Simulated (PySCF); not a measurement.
# One shape, several levels: CH2BF3O (SMILES OC(F)B(F)F)

Wanted: a comparison of 4 runs (BLYP/STO-3G, BLYP/3-21G, BLYP/6-31G*, BLYP/6-31+G*) of CH2BF3O. 

The calculation is run with PySCF 2.14.0.

1 further run of the same task is left out (it didn't finish).

## Step 1: The molecule

CH2BF3O: 8 atoms, total charge 0, spin state singlet. As SMILES, `OC(F)B(F)F`. Geometry: relaxed at PBE0-D4/def2-TZVP. This is one conformer, not always the lowest.

Bond lengths: O1–C2 1.380 Å, C2–F3 1.386 Å, C2–B4 1.595 Å, B4–F5 1.314 Å, B4–F6 1.309 Å, O1–H7 0.962 Å, C2–H8 1.100 Å. Angles: O1–C2–F3 110.6°, O1–C2–B4 107.3°, F3–C2–B4 110.4°, C2–B4–F5 119.4°, C2–B4–F6 122.0°, F5–B4–F6 118.6°, O1–C2–H8 111.6°, F3–C2–H8 105.5°, B4–C2–H8 111.5°, C2–O1–H7 109.7°.

## Step 2: The response to a field at BLYP/STO-3G (run 1)

File job.py:

```python
import numpy
from pyscf import gto, dft
from pyscf.prop.polarizability import rks

mol = gto.M(
    atom='''
O   -0.197300  -1.323900   0.466200
C    0.446500  -0.164100   0.086400
F    1.166700   0.362800   1.146700
B   -0.673500   0.866000  -0.392200
F   -1.258000   0.689100  -1.556000
F   -1.023000   1.898300   0.333000
H    0.445400  -2.033100   0.566400
H    1.185400  -0.352200  -0.706200
''',
    verbose=4,
    spin=0,
    max_memory=1860,
    charge=0,
    basis='sto-3g',
)

mf = dft.RKS(mol)
mf.xc = 'blyp'
mf.conv_tol = 1e-10
mf.grids.level = 4
mf.kernel()
if not mf.converged:
    mf = mf.newton().run(mf.mo_coeff, mf.mo_occ)

energy = mf.e_tot
print('E = %.10f Eh' % energy)
pol = rks.Polarizability(mf)
alpha = pol.polarizability()
print('isotropic polarizability %.4f bohr^3' % (numpy.trace(alpha) / 3))
alpha_w = pol.polarizability_with_freq(freq=0.0774)
```

Run with:

```
$ OMP_NUM_THREADS=1 python job.py
```

What it wrote:

```text
PySCF version 2.14.0

[... 80 lines left out ...]
converged SCF energy = -432.654931245684
[... 3 lines left out ...]
isotropic polarizability 15.2084 bohr^3
```

Run time: 71 s. Hardware: 1 thread of Arm Neoverse V2, shared host; peak memory 0.28 GiB.

## Step 3: The polarisability at BLYP/3-21G (run 2)

File input.xyz:

```xyz
8
CH2BF3O
O     -0.197300    -1.323900     0.466200
C      0.446500    -0.164100     0.086400
F      1.166700     0.362800     1.146700
B     -0.673500     0.866000    -0.392200
F     -1.258000     0.689100    -1.556000
F     -1.023000     1.898300     0.333000
H      0.445400    -2.033100     0.566400
H      1.185400    -0.352200    -0.706200
```

File calc.py:

```python
import numpy
from pyscf import gto, dft
from pyscf.prop.polarizability import rks

system = gto.M(
    atom='input.xyz',
    charge=0,
    spin=0,
    verbose=3,
    max_memory=1860,
    basis='3-21g',
)

mf = dft.RKS(system, xc='blyp')
mf.grids.level = 4
mf.conv_tol = 1e-10
mf.kernel()
if not mf.converged:
    mf = mf.newton().run(mf.mo_coeff, mf.mo_occ)

energy = mf.e_tot
print('E = %.10f Eh' % energy)
pol = rks.Polarizability(mf)
alpha = pol.polarizability()
print('isotropic polarizability %.4f bohr^3' % (numpy.trace(alpha) / 3))
alpha_w = pol.polarizability_with_freq(freq=0.0774)
```

Run with:

```
$ OMP_NUM_THREADS=1 python calc.py
```

What it wrote:

```text
converged SCF energy = -436.541516134756
E = -436.5415161348 Eh
isotropic polarizability 22.1372 bohr^3
```

Wall time 3.6 min (1 thread of Arm Neoverse V2, shared host); peak memory 0.36 GiB.

Run 3 isn't shown in full; the table further down has it.

## Step 4: The polarisability at BLYP/6-31+G(d) (spherical functions) (run 4)

File run.py:

```python
# OC(F)B(F)F
import numpy
from pyscf import gto, dft
from pyscf.prop.polarizability import rks

molecule = gto.M(
    atom='''
O     -0.197300    -1.323900     0.466200
C      0.446500    -0.164100     0.086400
F      1.166700     0.362800     1.146700
B     -0.673500     0.866000    -0.392200
F     -1.258000     0.689100    -1.556000
F     -1.023000     1.898300     0.333000
H      0.445400    -2.033100     0.566400
H      1.185400    -0.352200    -0.706200
''',
    spin=0,
    basis='6-31+g*',
    verbose=3,
    max_memory=1860,
    charge=0,
)

ks = dft.RKS(molecule)
ks.xc = 'blyp'
ks.grids.level = 4
ks.conv_tol = 1e-10
ks.kernel()
if not ks.converged:
    ks = ks.newton().run(ks.mo_coeff, ks.mo_occ)

e_tot = ks.e_tot
print('E = %.10f Eh' % e_tot)
pol = rks.Polarizability(ks)
alpha = pol.polarizability()
print('isotropic polarizability %.4f bohr^3' % (numpy.trace(alpha) / 3))
alpha_w = pol.polarizability_with_freq(freq=0.0774)
```

Run with:

```
$ OMP_NUM_THREADS=1 python run.py
```

What it wrote:

```text
converged SCF energy = -438.974559496996
E = -438.9745594970 Eh
isotropic polarizability 32.0131 bohr^3
```

Run time: 11 min. Hardware: 1 thread of Arm Neoverse V2, shared host; peak memory 0.68 GiB.

## Step 5: Overview of the runs

```tsv
run	level	energy (Eh)	dipole moment (D)	HOMO energy (eV)	LUMO energy (eV)	wall time
1	BLYP/STO-3G	-432.654931	1.01	-1.98	2.68	71 s
2	BLYP/3-21G	-436.541516	2.30	-6.38	-0.80	3.6 min
3	BLYP/6-31G* (spherical functions)	-438.928865	2.07	-6.80	-0.85	7.4 min
4	BLYP/6-31+G* (spherical functions)	-438.974559	2.42	-7.59	-1.69	11 min
```

## Step 6: What came out

```
                                   quantity          value
                        run 4: total energy  -438.97456 Eh
                       run 4: dipole moment         2.42 D
                         run 4: HOMO energy       -7.59 eV
                         run 4: LUMO energy       -1.69 eV
                       run 4: HOMO–LUMO gap        5.90 eV
          run 4: mean static polarisability     32.0 bohr³
run 4: mean polarisability at ω = 0.0774 Eh     32.7 bohr³
```

In words: The dipole moment (its size) runs from 1.01 D (BLYP/STO-3G) to 2.42 D (BLYP/6-31+G*). The HOMO–LUMO gap runs from 4.65 eV (BLYP/STO-3G) to 5.95 eV (BLYP/6-31G*). In run 1 the basis is minimal, so the values are rough. All runs together took 23 min, the longest 11 min.
